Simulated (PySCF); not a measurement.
The system is FBSClH, in a box.

```
F B S Cl H
1.0
    13.00000    0.00000    0.00000
     0.00000   12.00000    0.00000
     0.00000    0.00000   11.00000
F B S Cl H
1 1 1 1 1
Direct
  0.46233 0.41769 0.58744
  0.47040 0.50231 0.51157
  0.58461 0.58581 0.50326
  0.36646 0.53360 0.41654
  0.63554 0.52894 0.58965
```

Program: PySCF 2.14.0. Alike in all runs: task atomic charges; potentials or basis pob-tzvp-rev2 (all-electron); no spin polarisation; cell as given; k mesh 1 × 1 × 1; smearing fixed.

**Question.** Order these runs on this cell by their band gap on the k mesh, lowest first.
A. level SCAN0; exxdiv ewald
B. level revTPSS+D4; three-body dispersion term yes
C. level M06+D4; three-body dispersion term yes; exxdiv ewald
D. level LDA

**Answer.** D (5.70 eV), B (6.14 eV), C (8.14 eV), A (8.53 eV).

Caveats: this is a molecule in a periodic box at the Γ point, so its band gap is the HOMO-LUMO gap; the basis of atomic orbitals isn't converged, which shifts pressures, moduli and gaps; this basis is made for solids and lacks diffuse functions, so gaps of a molecule come out too wide by an eV or more.

